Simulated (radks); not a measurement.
**Taking charge from the 1s level of Cr⁺ in fractions**

What happens to E and to the 1s eigenvalue of Cr⁺ when a fraction of an electron is removed? The exact functional would give straight lines between whole numbers for a frontier level.

Program: radks (a radial shooting solver on a logarithmic mesh, Libxc functionals) version 1. Level of theory: scalar-relativistic Kohn-Sham, PBE, spin-polarised, spherical densities, finite nucleus; open shells are filled with parallel spins first. These are calculated values, not measurements, unless marked.

## 1. The system

| Quantity | Value |
| --- | --- |
| element | chromium (Z = 24) |
| charge | +1 |
| electrons | 23 |
| configuration | 1s(up 1, down 1) 2s2 2p6 3s2 3p6 3d5 |
| nuclear rms radius | 3.6452 fm |

A shell typed twice in an input gives spin up, then spin down.

## 2. Start: 1s(up 1, down 1) 2s2 2p6 3s2 3p6 3d5

The run's settings:

```text
Z 24
configuration 1s1 1s1 2s2 2p6 3s2 3p6 3d5
relativity scalar-relativistic
functional pbe,pbe
spin polarised
nucleus finite rms 3.6452 fm
c 137.035999084
```

## 3. 0.25 electron removed from 1s

The run's settings:

```text
Z 24
configuration 1s1 1s0.75 2s2 2p6 3s2 3p6 3d5
relativity scalar-relativistic
functional pbe,pbe
spin polarised
nucleus finite rms 3.6452 fm
c 137.035999084
```

## 4. 0.5 electron removed from 1s

The run's settings:

```text
Z 24
configuration 1s1 1s0.5 2s2 2p6 3s2 3p6 3d5
relativity scalar-relativistic
functional pbe,pbe
spin polarised
nucleus finite rms 3.6452 fm
c 137.035999084
```

## 5. 0.75 electron removed from 1s

The run's settings:

```text
Z 24
configuration 1s1 1s0.25 2s2 2p6 3s2 3p6 3d5
relativity scalar-relativistic
functional pbe,pbe
spin polarised
nucleus finite rms 3.6452 fm
c 137.035999084
```

## 6. 1 electron removed from 1s

The run's settings:

```text
Z 24
configuration 1s1 1s0 2s2 2p6 3s2 3p6 3d5
relativity scalar-relativistic
functional pbe,pbe
spin polarised
nucleus finite rms 3.6452 fm
c 137.035999084
```

What does the calculation give? Wanted: for each run, removed; E − E(0); eigenvalue; E minus straight line.

The runs gave:

| removed (e) | E − E(0) (eV) | eigenvalue (eV) | E minus straight line (eV) |
| --- | --- | --- | --- |
| 0 | 0.000 | -5886.8 | 0.000 |
| 0.25 | 1479.2 | -5948.6 | -21.272 |
| 0.5 | 2973.5 | -6007.5 | -27.429 |
| 0.75 | 4482.0 | -6060.5 | -19.489 |
| 1 | 6001.9 | -6094.5 | 0.000 |

In words: Removing the whole electron costs 6001.9 eV, against 5886.8 eV from minus the starting eigenvalue. Slater's transition state, half an electron removed, gives 6007.5 eV. The trapezoid integral of minus the eigenvalue gives 6001.8 eV over the range, against 6001.9 eV from the energies (Janak's theorem; approximate here, since the scalar-relativistic density holds large components alone). The eigenvalue moves by 208 eV per electron. E bends below the straight line by 27.43 eV at 0.5 electron removed.
